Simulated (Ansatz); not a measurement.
# CH5BClN: the cost of one run

Program: Ansatz 0.2.0. Level of theory: RKS PBE0/def2-SVP. These are calculated values, not measurements.

## (1) The structure to begin with

Bond lengths: B1–Cl2 1.860 Å, B1–N3 1.550 Å, N3–H4 1.060 Å, N3–H5 1.060 Å, B1–C6 1.600 Å, C6–H7 1.110 Å, C6–H8 1.110 Å, C6–H9 1.110 Å. Angles: Cl2–B1–N3 120.0°, Cl2–B1–C6 120.0°, N3–B1–C6 120.0°, B1–N3–H4 120.0°, B1–N3–H5 120.0°, H4–N3–H5 120.0°, B1–C6–H7 109.5°, B1–C6–H8 109.5°, B1–C6–H9 109.5°, H7–C6–H8 109.4°, H7–C6–H9 109.4°, H8–C6–H9 109.4°.

As a file:

```xyz
9

B     0.0000    0.0000    0.0000
Cl    0.0000    0.0000    1.8600
N     1.3423    0.0000   -0.7750
H     1.8089   -0.9179   -1.0268
H     1.7937    0.9179   -1.0532
C    -1.3856    0.0000   -0.8000
H    -1.9458   -0.9305   -0.5708
H    -1.9898    0.8797   -0.4946
H    -1.1839    0.0508   -1.8903
```

## (2) Preparing the start

Input file input.yaml:

```yaml
crystal:
  periodic: [false, false, false]
  atoms:
    - { symbol: B, position_ang: [0.0, 0.0, 0.0] }
    - { symbol: Cl, position_ang: [0.0, 0.0, 1.86] }
    - { symbol: "N", position_ang: [1.3423, 0.0, -0.775] }
    - { symbol: H, position_ang: [1.8089, -0.9179, -1.0268] }
    - { symbol: H, position_ang: [1.7937, 0.9179, -1.0532] }
    - { symbol: C, position_ang: [-1.3856, 0.0, -0.8] }
    - { symbol: H, position_ang: [-1.9458, -0.9305, -0.5708] }
    - { symbol: H, position_ang: [-1.9898, 0.8797, -0.4946] }
    - { symbol: H, position_ang: [-1.1839, 0.0508, -1.8903] }
basis:
  gaussian: { orbitals: def2-SVP }
hamiltonian:
  xc: pbe0
relax:
  f_tol: 0.02
  max_steps: 40
output:
  orbitals: {}
```

Command:

```sh
$ ansatz run input.yaml --threads 2 --pin off --max-ram 3072MiB --backend cpu --events-out ev --progress --plain --runs-dir out
```

Q: Estimate wall time and peak memory on 2 threads of Intel Xeon 6975P-C (Granite Rapids), shared host.

About 15 s, with a peak of 0.17 GiB.
